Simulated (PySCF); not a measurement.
# PdSCl₂: relaxation and vibrations of the quintet

The runs use PySCF 2.14.0; PBE, basis Pd def2-SVP with ECP28, S def2-SVP, Cl def2-SVP, scalar-relativistic core potentials, no spin–orbit coupling, density fitting.

### 1 Where the work starts

4 atoms, charge 0, spin multiplicity 5.

Bond lengths: Pd1–S2 2.110 Å, Pd1–Cl3 2.190 Å, Pd1–Cl4 2.190 Å. Angles: S2–Pd1–Cl3 120.0°, S2–Pd1–Cl4 120.0°, Cl3–Pd1–Cl4 120.0°.

```xyz
4
charge 0 multiplicity 5
Pd    0.0000    0.0000    0.0000
S    -1.0550   -1.8273    0.0000
Cl    2.1900    0.0000    0.0000
Cl   -1.0950    1.8966    0.0000
```

### 2 First SCF at the start

The steps below are one call of a driver around PySCF. For each, scf.py gives the equivalent set-up of the SCF; relaxations use the driver's own optimiser. After this first run the driver tries any further starts and a stability analysis.

scf.py reads:

```python
from pyscf import gto, scf, dft
mol = gto.M(atom='''
Pd     0.000000     0.000000     0.000000
S     -1.055000    -1.827300     0.000000
Cl     2.190000     0.000000     0.000000
Cl    -1.095000     1.896600     0.000000''',
    basis={'Pd': 'def2-SVP', 'S': 'def2-SVP', 'Cl': 'def2-SVP'},
    ecp={'Pd': 'def2-SVP'},
    charge=0, spin=4)
mf = dft.UKS(mol, xc='PBE')
mf.grids.atom_grid = (50, 194)
aux = {'Pd': 'def2-universal-JKFIT', 'S': 'def2-universal-JKFIT', 'Cl': 'def2-universal-JKFIT'}
mf = mf.density_fit(auxbasis=aux)
mf.conv_tol = 1e-08
mf.diis_space = 10
mf.max_cycle = 60
mf.init_guess = 'minao'
mf.verbose = 4
mf.kernel()
```

On the command line:

```console
OMP_NUM_THREADS=2 python axn.py task.json out
```

Q: Estimate the wall time on 2 threads of Arm Neoverse V1, shared host.

About 20 s, with a peak of 0.41 GiB.
